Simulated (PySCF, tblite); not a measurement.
# C3H10F2OSi3: geometry, infrared bands and NMR shifts

Wanted: the infrared bands and NMR shifts of C3H10F2OSi3 (`FC[SiH2]/C(F)=C\[SiH2]O[SiH3]`), by calculation.

Programs: tblite 0.8.0 and PySCF 2.14.0, with density-fitted response routines of our own. Each step states its level of theory. These are calculated values for one molecule in the gas phase, unless marked as measured. Atoms are numbered from 0 throughout.

**1. Starting geometry**

19 atoms, charge 0, multiplicity 1; geometry from: force field or distance geometry start.

Bonds of the start (Å): F0–C1 1.35, C1–Si2 1.87, Si2–C3 1.84, C3–F4 1.36, C3–C5 1.34, C5–Si6 1.83, Si6–O7 1.65, O7–Si8 1.65, C1–H9 1.08, C1–H10 1.10, Si2–H11 1.48, Si2–H12 1.50, C5–H13 1.09, Si6–H14 1.48, Si6–H15 1.50, Si8–H16 1.49, Si8–H17 1.48, Si8–H18 1.48.

**2. Relaxing the molecule with GFN2-xTB**

What the job is given:

```
{"job": {"kind": "relax", "xc": "GFN2-xTB", "basis": "xTB"}, "charge": 0, "multiplicity": 1}
F     -3.857300     1.535200    -1.089100
C     -3.345800     0.285200    -1.157900
Si    -1.615200     0.287700    -0.462000
C     -0.881700    -1.402300    -0.502900
F     -1.603900    -2.333600    -1.173600
C      0.252600    -1.850200     0.062200
Si     1.513100    -0.966000     1.057700
O      2.031900     0.426500     0.337300
Si     3.055200     1.676200     0.649000
H     -3.366000    -0.035400    -2.190800
H     -4.005300    -0.379700    -0.580000
H     -0.755800     1.205300    -1.247100
H     -1.625000     0.779800     0.952600
H      0.516900    -2.896100    -0.078100
H      2.670600    -1.854500     1.275600
H      0.932000    -0.636800     2.396400
H      2.602600     2.393900     1.872200
H      3.049000     2.612000    -0.499900
H      4.422100     1.162300     0.865200
```

On the command line:

```sh
$ OMP_NUM_THREADS=1 python probes_run.py task.json out
```

The driver reads the jobs from task.json and runs them one after another.

**Question.** This job is followed by: GFN2-xTB harmonic vibrations, gas phase; GIAO PBE0/pcSseg-1 NMR shielding, non-relativistic, gas phase. What will the session give for the following? strongest single infrared mode (GFN2-xTB); zero-point energy (GFN2-xTB); ¹³C shifts against TMS (PBE0/pcSseg-1); ¹H shifts against TMS (PBE0/pcSseg-1, means over atoms taken as alike); ¹⁹F shifts against CFCl3 (PBE0/pcSseg-1); ²⁹Si shifts against TMS (PBE0/pcSseg-1); ¹⁷O shifts against H2O (PBE0/pcSseg-1).

As calculated:

| quantity | value |
| --- | --- |
| strongest single infrared mode (GFN2-xTB) | 2280 cm⁻¹, 627 km/mol |
| zero-point energy (GFN2-xTB) | 71.4 kcal/mol |
| ¹³C shifts against TMS (PBE0/pcSseg-1) | 182.8, 121.8, 77.8 ppm |
| ¹H shifts against TMS (PBE0/pcSseg-1, means over atoms taken as alike) | 5.75, 5.40, 5.19, 5.14, 4.80 ppm |
| ¹⁹F shifts against CFCl3 (PBE0/pcSseg-1) | -54.3, -309.7 ppm |
| ²⁹Si shifts against TMS (PBE0/pcSseg-1) | -31.6, -40.7, -57.4 ppm |
| ¹⁷O shifts against H2O (PBE0/pcSseg-1) | 0.6 ppm |

Relaxing lowered the energy by 0.355 eV in 208 steps; the close pair that moved most is Si2–C3, from 1.843 to 1.899 Å. The lowest mode is slightly imaginary (18i cm⁻¹), a soft motion within the noise of the Hessian, so the minimum is not strictly shown. The strongest single mode, at 2280 cm⁻¹, is spread over several atoms, H16, H11, H12 among them. GFN2-xTB is a fitted tight-binding method: band positions and strengths are rough. Its intensities can rank the bands wrongly. H13 (hydrogen on an alkene CH) lies farthest downfield among hydrogen, at 5.75 ppm; a vinylic proton, deshielded by the sp2 carbon and the C=C anisotropy. At PBE0/pcSseg-1: The largest span, 253 ppm, is at F4, where the paramagnetic term is -250 ppm.
